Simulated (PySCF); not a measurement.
**BBr2F (dibromofluoroborane) at r2SCAN/cc-pVDZ**

What is the vertical singlet–triplet gap of BBr2F (dibromofluoroborane) at r2SCAN/cc-pVDZ? 

The results are computed with PySCF 2.14.0.

2 further runs of the same task are left out: 2 set aside as unsound or not needed.

### Step 1. The molecule

BBr2F has 4 atoms, charge 0, and is taken as a singlet. As SMILES, `FB(Br)Br`. The coordinates come from a PBE0-D4/def2-TZVP relaxation.

Bond lengths: F1–B2 1.307 Å, B2–Br3 1.901 Å, B2–Br4 1.901 Å. Angles: F1–B2–Br3 119.1°, F1–B2–Br4 119.1°, Br3–B2–Br4 121.7°.

### Step 2. A single-point energy at r2SCAN/cc-pVDZ

Contents of geometry.xyz:

```xyz
4
BBr2F
F      1.316550     0.465960     0.364370
B      0.123960     0.043770     0.034160
Br    -0.483040    -1.629420     0.701450
Br    -0.957470     1.119690    -1.099980
```

Contents of calc.py:

```python
from pyscf import gto, dft

mol = gto.M(
    atom='geometry.xyz',
    basis='cc-pvdz',
    max_memory=1860,
    charge=0,
    verbose=3,
)

myscf = dft.RKS(mol)
myscf.xc = 'r2scan'
myscf.conv_tol = 1e-10
myscf.grids.level = 5
myscf.kernel()
if not myscf.converged:
    myscf = myscf.newton().run(myscf.mo_coeff, myscf.mo_occ)

e_tot = myscf.e_tot
print(f'total energy: {e_tot:.8f} hartree')
```

Started as:

```sh
$ OMP_NUM_THREADS=1 python calc.py
```

The program printed:

```text
converged SCF energy = -5272.9987619455
total energy: -5272.99876195 hartree
```

It took 24 s on 1 thread of Arm Neoverse V2, shared host; peak memory 0.44 GiB.

### Step 3. The triplet at the same level

Contents of run.py:

```python
from pyscf import gto, dft

molecule = gto.M(
    atom=[
    ('F', (1.316550, 0.465960, 0.364370)),
    ('B', (0.123960, 0.043770, 0.034160)),
    ('Br', (-0.483040, -1.629420, 0.701450)),
    ('Br', (-0.957470, 1.119690, -1.099980)),
],
    verbose=4,
    spin=2,
    max_memory=1860,
    basis='cc-pvdz',
    charge=0,
)

mf = dft.UKS(molecule)
mf.xc = 'r2scan'
mf.conv_tol = 1e-10
mf.grids.level = 5
mf.kernel()
if not mf.converged:
    mf = mf.newton().run(mf.mo_coeff, mf.mo_occ)

etot = mf.e_tot
print(f'total energy: {etot:.8f} hartree')
```

Started as:

```sh
$ OMP_NUM_THREADS=1 python run.py
```

The program printed:

```text
PySCF version 2.14.0

[INPUT] num. atoms = 4
[INPUT] num. electrons = 84
[INPUT] charge = 0
[INPUT] spin (= nelec alpha-beta = 2S) = 2
[INPUT] symmetry False subgroup None
[INPUT] Mole.unit = angstrom
[INPUT] Symbol           X                Y                Z      unit          X                Y                Z       unit  Magmom
[INPUT]  1 F      1.316550000000   0.465960000000   0.364370000000 AA    2.487918929296   0.880536785002   0.688559508008 Bohr   0.0
[INPUT]  2 B      0.123960000000   0.043770000000   0.034160000000 AA    0.234250450401   0.082713312472   0.064553044415 Bohr   0.0
[INPUT]  3 Br    -0.483040000000  -1.629420000000   0.701450000000 AA   -0.912813307210  -3.079157541889   1.325548390076 Bohr   0.0
[INPUT]  4 Br    -0.957470000000   1.119690000000  -1.099980000000 AA   -1.809356072487   2.115907444414  -2.078660942499 Bohr   0.0

nuclear repulsion = 430.663016623796
number of shells = 22
number of NR pGTOs = 206
number of NR cGTOs = 82
basis = cc-pvdz
ecp = {}

******** <class 'pyscf.dft.uks.UKS'> ********
method = UKS
initial guess = minao
damping factor = 0
level_shift factor = 0
DIIS = <class 'pyscf.scf.diis.CDIIS'>
diis_start_cycle = 1
diis_space = 8
diis_damp = 0
SCF conv_tol = 1e-10
SCF conv_tol_grad = None
SCF max_cycles = 50
direct_scf = True
direct_scf_tol = 1e-13
number electrons alpha = 43  beta = 41
XC library pyscf.dft.libxc version 7.0.0
    S. Lehtola, C. Steigemann, M. J.T. Oliveira, and M. A.L. Marques.,  SoftwareX 7, 1–5 (2018)
XC functionals = r2scan
    J. W. Furness, A. D. Kaplan, J. Ning, J. P. Perdew, and J. Sun.,  J. Phys. Chem. Lett. 11, 8208-8215 (2020)
    J. W. Furness, A. D. Kaplan, J. Ning, J. P. Perdew, and J. Sun.,  J. Phys. Chem. Lett. 11, 9248-9248 (2020)
    J. W. Furness, A. D. Kaplan, J. Ning, J. P. Perdew, and J. Sun.,  J. Phys. Chem. Lett. 11, 8208-8215 (2020)
    J. W. Furness, A. D. Kaplan, J. Ning, J. P. Perdew, and J. Sun.,  J. Phys. Chem. Lett. 11, 9248-9248 (2020)
radial grids:
    Treutler-Ahlrichs [JCP 102, 346 (1995); DOI:10.1063/1.469408] (M4) radial grids

becke partition: Becke, JCP 88, 2547 (1988); DOI:10.1063/1.454033
pruning grids: <function nwchem_prune>
grids dens level: 5
symmetrized grids: False
atomic radii adjust function: <function treutler_atomic_radii_adjust>
small_rho_cutoff = 0
Set gradient conv threshold to 1e-05
tot grids = 176512
init E= -5271.36183856301
[... the frontier-level lines of each cycle are left out ...]


cycle= 1 E= -5272.73913928005  delta_E= -1.38  |g|= 0.366  |ddm|=  1.7


cycle= 2 E= -5272.10802146975  delta_E= 0.631  |g|= 1.17  |ddm|= 1.15


cycle= 3 E= -5272.78695041749  delta_E= -0.679  |g|= 0.11  |ddm|= 1.06


cycle= 4 E= -5272.79199962157  delta_E= -0.00505  |g|= 0.0385  |ddm|= 0.136


cycle= 5 E= -5272.79286887394  delta_E= -0.000869  |g|= 0.0135  |ddm|= 0.0489


cycle= 6 E= -5272.79295536526  delta_E= -8.65e-05  |g|= 0.00566  |ddm|= 0.0167


cycle= 7 E= -5272.79297207159  delta_E= -1.67e-05  |g|= 0.00218  |ddm|= 0.00567


cycle= 8 E= -5272.79295481514  delta_E= 1.73e-05  |g|= 0.00453  |ddm|= 0.00923


cycle= 9 E= -5272.79297482665  delta_E= -2e-05  |g|= 0.00037  |ddm|= 0.00777


cycle= 10 E= -5272.79297493291  delta_E= -1.06e-07  |g|= 6.62e-05  |ddm|= 0.000543


cycle= 11 E= -5272.79297493579  delta_E= -2.88e-09  |g|= 1.18e-05  |ddm|= 8.99e-05


cycle= 12 E= -5272.79297493587  delta_E= -7.73e-11  |g|= 5.67e-06  |ddm|= 2.57e-05


Extra cycle  E= -5272.79297493585  delta_E= 2.18e-11  |g|= 9.06e-06  |ddm|= 2.64e-05
converged SCF energy = -5272.79297493585  <S^2> = 2.0077592  2S+1 = 3.0051684
total energy: -5272.79297494 hartree
```

It took 52 s on 1 thread of Arm Neoverse V2, shared host; peak memory 0.47 GiB.

### Step 4. Summary of results

Level: r2SCAN/cc-pVDZ.

| quantity | value |
| --- | --- |
| singlet: total energy | -5272.99876 Eh |
| singlet: dipole moment | 0.14 D |
| singlet: HOMO energy | -7.55 eV |
| singlet: LUMO energy | -1.78 eV |
| singlet: HOMO–LUMO gap | 5.77 eV |
| triplet: total energy | -5272.79297 Eh |
| triplet: dipole moment | 1.68 D |
| triplet: HOMO energy (highest over α and β) | -2.04 eV |
| triplet: ⟨S²⟩ | 2.008 |
| vertical energy of the triplet above the singlet | 5.600 eV |

**Reading.** At this shape the triplet lies 5.60 eV (540 kJ/mol) above the singlet. Mulliken charges (triplet) run from -0.13 on B2 to +0.11 on Br3.
